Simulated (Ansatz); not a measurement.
Write a Python script for Ansatz's Python interface that makes vertical spin-state energies of CH6BrGeP, SMILES [CH3][GeH]([PH2])[Br]. Settings (for the species named): r2scan0, def2-SVPD basis, multiplicity 1.

```xyz
10

C    -1.0038   -0.8728   -0.2270
Ge   -0.1945    0.8794    0.0048
P     2.0735    0.6498    0.1543
Br   -1.0055    1.8528    1.9570
H    -0.6157   -1.3382   -1.1562
H    -0.7500   -1.5140    0.6419
H    -2.1054   -0.7643   -0.2986
H    -0.5462    1.7756   -1.2097
H     2.1534   -0.2399   -0.9912
H     1.9943   -0.4284    1.1246
```

`spin_ch6brgep.py`
```python
"""Gap between spin states of CH6BrGeP at one geometry."""

import ansatz as az

BASIS = "def2-SVPD"
XC = "r2scan0"

geometry_ang = [
    ("C", (-1.0038, -0.8728, -0.227)),
    ("Ge", (-0.1945, 0.8794, 0.0048)),
    ("P", (2.0735, 0.6498, 0.1543)),
    ("Br", (-1.0055, 1.8528, 1.957)),
    ("H", (-0.6157, -1.3382, -1.1562)),
    ("H", (-0.75, -1.514, 0.6419)),
    ("H", (-2.1054, -0.7643, -0.2986)),
    ("H", (-0.5462, 1.7756, -1.2097)),
    ("H", (2.1534, -0.2399, -0.9912)),
    ("H", (1.9943, -0.4284, 1.1246)),
]
molecule = az.Crystal.molecule()
for symbol, xyz in geometry_ang:
    molecule = molecule.atom(symbol, xyz)

calc = molecule.calculation().basis(gaussian=BASIS).functional(XC)
found = {}
for unpaired in [0, 2]:
    data = calc.spin("collinear", total=unpaired).run(threads=1).report
    s = unpaired / 2
    found[unpaired] = data["free_energy_ev"]
    print(f"2S+1 = {unpaired + 1}: E = {found[unpaired]:.5f} eV, <S^2> = {abs(data['mean_field']['state']['spin_squared']):.3f} (pure state {s * (s + 1):.2f})")
lowest = min(found, key=found.get)
for unpaired, e in found.items():
    print(f"multiplicity {unpaired + 1}: {96.485332 * (e - found[lowest]):.1f} kJ/mol above the lowest")
```

```console
$ python spin_ch6brgep.py
2S+1 = 1: E = -136968.21012 eV, <S^2> = 0.000 (pure state 0.00)
2S+1 = 3: E = -136963.09124 eV, <S^2> = 2.013 (pure state 2.00)
multiplicity 1: 0.0 kJ/mol above the lowest
multiplicity 3: 493.9 kJ/mol above the lowest
```

In order: multiplicity 1 (+0.00 eV) and multiplicity 3 (+5.12 eV), all at the one geometry.

What to keep in mind:
- Total energies depend on the basis set; only differences at equal settings carry meaning.
- The geometry is a force-field or estimated start, not a minimum of this method, and the basis set is short of its limit. All parts are taken at fixed geometry, without zero-point energy.
- Finished in 2.6 min on 1 thread of Arm Neoverse V1 (shared host), peak memory 0.88 GiB.

(Lines on the test bed's own set-up are left out of the output.)
